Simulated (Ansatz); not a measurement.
# CH2OSTe: the cost of one run

Computed with Ansatz 0.2.0, Gaussian basis. Level: the settings change from run to run.

**1. The relaxed structure**

The geometry comes from an earlier relaxation with PBE0-D4 in a triple-zeta def2 set; it is a stationary point. Te takes a core potential in def2 sets; no spin-orbit term is included.

6 atoms, charge 0, spin multiplicity 1.

Atoms are counted from 1 here; the program's logs count them from 0.

Bond lengths: O1–C2 1.335 Å, O1–H5 0.965 Å, C2–S3 1.608 Å, C2–Te4 2.140 Å, Te4–H6 1.649 Å. Angles: C2–O1–H5 112.4°, O1–C2–S3 121.9°, O1–C2–Te4 113.2°, S3–C2–Te4 124.9°, C2–Te4–H6 92.4°.

**2. PBE-QIDH/def2-mTZVP**

This run has charge +1, multiplicity 2, atoms shaken by 0.03 Å, the search for lower states set to off.

in.yaml reads:

```yaml
crystal:
  periodic: [false, false, false]
  atoms:
    - {symbol: O, position_ang: [1.351189, -0.338158, -0.894709]}
    - {symbol: C, position_ang: [0.354163, -0.372073, 0.105353]}
    - {symbol: S, position_ang: [0.379016, -1.372689, 1.299315]}
    - {symbol: Te, position_ang: [-1.175679, 1.035921, -0.226556]}
    - {symbol: H, position_ang: [1.128756, 0.321494, -1.537810]}
    - {symbol: H, position_ang: [-1.982859, 0.640032, 1.240426]}
basis:
  gaussian: {orbitals: def2-mTZVP}
total_charge: 1
magnetization: {spin_polarized: true, initial_magnetization: 1}
hamiltonian: {xc: {name: PBE-QIDH}}
scf: {lower_state_search: off}
output: {forces: true}
```

The run is started by

```
$ ansatz run in.yaml --threads 2 --pin off --events-out ev --progress --plain --max-ram 4352MiB
```

Q: Estimate wall time and peak memory on 2 threads of Arm Neoverse V1, shared host.

About 18 s, with a peak of 0.4 GiB.
